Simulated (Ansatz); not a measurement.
**C₃H₄BClS: a ladder of functionals and wavefunction methods**

One table from this session's results is given with a row withheld; the runs are named, their logs left out.

Computed with Ansatz 0.2.0, Gaussian basis. Level: functionals in def2-TZVPP, the program's frozen cores in correlated methods.

The runs, in order: PBE-D4, r2SCAN-D4, PBE0-D4, B3LYP-D4, ωB97X-V, ωB97M-V, B2PLYP; CCSD(T)/def2-TZVPP; MP2/def2-QZVPP; extrapolation to the limit.

**Structure used throughout**

The geometry comes from an earlier relaxation with PBE0-D4 in a triple-zeta def2 set; it is a stationary point, not always the lowest conformer.

SMILES `ClC1=CCSB1`, 10 atoms, charge 0, spin multiplicity 1.

Atoms are counted from 1 here; the program's logs count them from 0.

Bond lengths: Cl1–C2 1.725 Å, C2–C3 1.340 Å, C2–B6 1.542 Å, C3–C4 1.480 Å, C3–H7 1.085 Å, C4–S5 1.815 Å, C4–H8 1.095 Å, C4–H9 1.095 Å, S5–B6 1.773 Å, B6–H10 1.188 Å. Angles: Cl1–C2–C3 122.2°, Cl1–C2–B6 123.9°, C3–C2–B6 113.9°, C2–C3–C4 115.8°, C2–C3–H7 124.1°, C4–C3–H7 120.1°, C3–C4–S5 108.6°, C3–C4–H8 111.8°, C3–C4–H9 111.8°, S5–C4–H8 108.8°, S5–C4–H9 108.8°, H8–C4–H9 107.1°, C4–S5–B6 93.4°, C2–B6–S5 108.3°, C2–B6–H10 128.7°, S5–B6–H10 123.0°.

Set-up of the first run:

Input file in.yaml:

```yaml
crystal:
  periodic: [false, false, false]
  atoms:
    - {symbol: Cl, position_ang: [1.780512, -0.499937, -2.116288]}
    - {symbol: C, position_ang: [0.695839, -0.041607, -0.855689]}
    - {symbol: C, position_ang: [0.175555, -0.933951, -0.001714]}
    - {symbol: C, position_ang: [-0.739019, -0.385547, 1.024910]}
    - {symbol: S, position_ang: [-0.867772, 1.408464, 0.784879]}
    - {symbol: B, position_ang: [0.235759, 1.408072, -0.602238]}
    - {symbol: H, position_ang: [0.386970, -1.998259, -0.028942]}
    - {symbol: H, position_ang: [-1.740006, -0.823083, 0.953049]}
    - {symbol: H, position_ang: [-0.375230, -0.579951, 2.039027]}
    - {symbol: H, position_ang: [0.530494, 2.394701, -1.193894]}
basis:
  gaussian: {orbitals: def2-TZVPP}
hamiltonian: {xc: pbe, dispersion: d4}
output: {forces: true, orbitals: {seedname: orbitals}}
```

Started as:

```console
ansatz run in.yaml --threads 4 --pin off --events-out ev --progress --plain --max-ram 10444MiB
```

Among the steps run: PBE-D4 (GGA); r2SCAN-D4 (meta-GGA); PBE0-D4 (hybrid); B3LYP-D4 (hybrid); ωB97X-V (range-separated); ωB97M-V (range-separated); B2PLYP (double hybrid); CCSD(T) in def2-TZVPP; MP2 in def2-QZVPP.

One of the session's tables, all rows but one given; the rest of the session is left out.

| method | atomisation energy (kJ/mol) |
| --- | --- |
| PBE-D4 | 4278.6 |
| r2SCAN-D4 | 4167.3 |
| PBE0-D4 | 4196.3 |
| B3LYP-D4 | 4112.3 |
| ωB97X-V | 4129.9 |
| ωB97M-V | 4143.6 |
| B2PLYP | 4072.9 |
| HF/def2-TZVPP | 3017.2 |
| MP2/def2-TZVPP | 4119.7 |
| CCSD/def2-TZVPP | 3909.2 |
| CCSD(T)/def2-TZVPP | 3995.1 |
| MP2/CBS | ? |
| CCSD(T)/CBS | 4101.0 |

**Question.** Estimate the row for MP2/CBS.

**Answer.** atomisation energy (kJ/mol): 4225.6. In the column «atomisation energy (kJ/mol)» it lies between PBE0-D4 (4196.3) and PBE-D4 (4278.6).
